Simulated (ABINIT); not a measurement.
A run of ABINIT 10.8.3 (patched build) is set up as follows.

run.abi

```
# Pseudopotentials
pp_dirpath "./"
pseudos "Hf.LDA_PW-JTH.xml, Pt.LDA_PW-JTH.xml"

# Structure
acell 3*1.0 Angstrom
rprim
     3.8432226000     0.0000000000     0.0000000000
     0.0000000000     3.8432226000     0.0000000000
     0.0000000000     0.0000000000     5.2128569600
ntypat 2
znucl 72 78
natom 3
typat 1 1 2
xcart
     1.9216113000     1.9216113000     0.0000000000
     0.0000000000     0.0000000000     0.0000000000
     0.0000000000     0.0000000000     2.6064284800 Angstrom
chkprim 0
chksymtnons 0
tolsym 1.0e-6

# Plane-wave basis
ecut 20.0
pawecutdg 40.0

# k points
kptopt 1
ngkpt 8 8 6
nshiftk 1
shiftk 0.0 0.0 0.0

# Exchange and correlation
ixc 7

# Bands and occupations
nband 21
occopt 3
tsmear 0.00183747

# SCF cycle
nstep 100
tolvrs 1.0e-9

# Output
iomode 3
prtwf 0
prtden 0
prteig 0
prtebands 0
```

Potentials or basis: JTH PAW LDA v2.0.

Launch:

```bash
$ abinit run.abi > log 2>&1
```

(1) Estimate the band gap on the k mesh.

(2) Estimate the pressure.

## Answers

(1) none (metal or under the smearing width).

(2) -6.9 GPa.

Caveat: the atomic spheres overlap.
